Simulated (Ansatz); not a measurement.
# CH2BFO2: a ladder of functionals and wavefunction methods

One table from this session's results is given with a row withheld; the runs are named, their logs left out.

Method: functionals in def2-TZVPP, the program's frozen cores in correlated methods; program: Ansatz 0.2.0, Gaussian basis.

Levels to be run: LDA (SPW92), PBE-D4, revPBE-D4, BLYP-D4, r2SCAN-D4, B97M-V, PBE0-D4, B3LYP-D4, r2SCANh-D4, r2SCAN0-D4, HSE06-D4, BHLYP-D4, CAM-B3LYP-D4, LC-ωPBE, ωB97X-V, ωB97M-V, B2PLYP, PBE-QIDH; CCSD(T)/def2-SVP; CCSD(T)/def2-TZVPP; MP2/def2-QZVPP; extrapolation to the limit; RPA on PBE.

## The relaxed structure

The geometry comes from an earlier relaxation with PBE0-D4 in a triple-zeta def2 set; it is a stationary point, not always the lowest conformer.

SMILES `FB1OCO1`, 7 atoms, charge 0, spin multiplicity 1.

Atoms are counted from 1 here; the program's logs count them from 0.

Bond lengths: F1–B2 1.305 Å, B2–O3 1.378 Å, B2–O5 1.378 Å, O3–C4 1.431 Å, C4–O5 1.431 Å, C4–H6 1.091 Å, C4–H7 1.091 Å. Angles: F1–B2–O3 130.3°, F1–B2–O5 130.3°, O3–B2–O5 99.4°, B2–O3–C4 83.0°, O3–C4–O5 94.5°, O3–C4–H6 112.0°, O3–C4–H7 112.0°, O5–C4–H6 112.0°, O5–C4–H7 112.0°, H6–C4–H7 112.8°, B2–O5–C4 83.0°.

Set-up of the first run:

Contents of in.yaml:

```yaml
crystal:
  periodic: [false, false, false]
  atoms:
    - {symbol: F, position_ang: [-1.528364, -1.762198, 0.233923]}
    - {symbol: B, position_ang: [-0.672308, -0.786210, 0.100006]}
    - {symbol: O, position_ang: [-0.712805, 0.329718, -0.706887]}
    - {symbol: C, position_ang: [0.548765, 0.605979, -0.091005]}
    - {symbol: O, position_ang: [0.536705, -0.569879, 0.724103]}
    - {symbol: H, position_ang: [0.521675, 1.518691, 0.506431]}
    - {symbol: H, position_ang: [1.367533, 0.595899, -0.812271]}
basis:
  gaussian: {orbitals: def2-TZVPP}
hamiltonian: {xc: lda}
output: {orbitals: {seedname: orbitals}}
```

On the command line:

```console
> ansatz run in.yaml --threads 2 --pin off --events-out ev --progress --plain --max-ram 4352MiB
```

Steps of the session up to this table: LDA; PBE-D4 (GGA); revPBE-D4 (GGA); BLYP-D4 (GGA); r2SCAN-D4 (meta-GGA); B97M-V (meta-GGA); PBE0-D4 (hybrid); B3LYP-D4 (hybrid); r2SCANh-D4 (hybrid); r2SCAN0-D4 (hybrid); HSE06-D4 (hybrid); BHLYP-D4 (hybrid); CAM-B3LYP-D4 (range-separated); LC-ωPBE (range-separated); ωB97X-V (range-separated); ωB97M-V (range-separated); B2PLYP (double hybrid); PBE-QIDH (double hybrid).

One of the session's tables, all rows but one given; the rest of the session is left out.

It belongs to the step «Orbital energies across the functionals». 

```
  functional  HOMO (eV)  LUMO (eV)  gap (eV)
 LDA (SPW92)      -8.15      -0.04      8.11
      PBE-D4      -7.95       0.11      8.06
   revPBE-D4      -7.86       0.17      8.04
     BLYP-D4      -7.84       0.06      7.90
   r2SCAN-D4      -8.33       0.81      9.14
      B97M-V      -8.41       0.35      8.76
     PBE0-D4      -9.61       0.89     10.50
    B3LYP-D4      -9.38       0.53      9.91
  r2SCANh-D4      -8.93       1.03      9.96
  r2SCAN0-D4      -9.84       1.34     11.18
    HSE06-D4          ?          ?         ?
    BHLYP-D4     -11.19       1.40     12.59
CAM-B3LYP-D4     -11.12       1.55     12.67
     LC-ωPBE     -12.48       2.83     15.30
     ωB97X-V     -12.11       2.65     14.76
     ωB97M-V     -12.01       2.11     14.11
```

**Question.** Estimate the row for HSE06-D4.

The run gave: HOMO (eV): -9.20; LUMO (eV): 0.54; gap (eV): 9.73. In the column «HOMO (eV)» it lies between B3LYP-D4 (-9.38) and r2SCANh-D4 (-8.93).
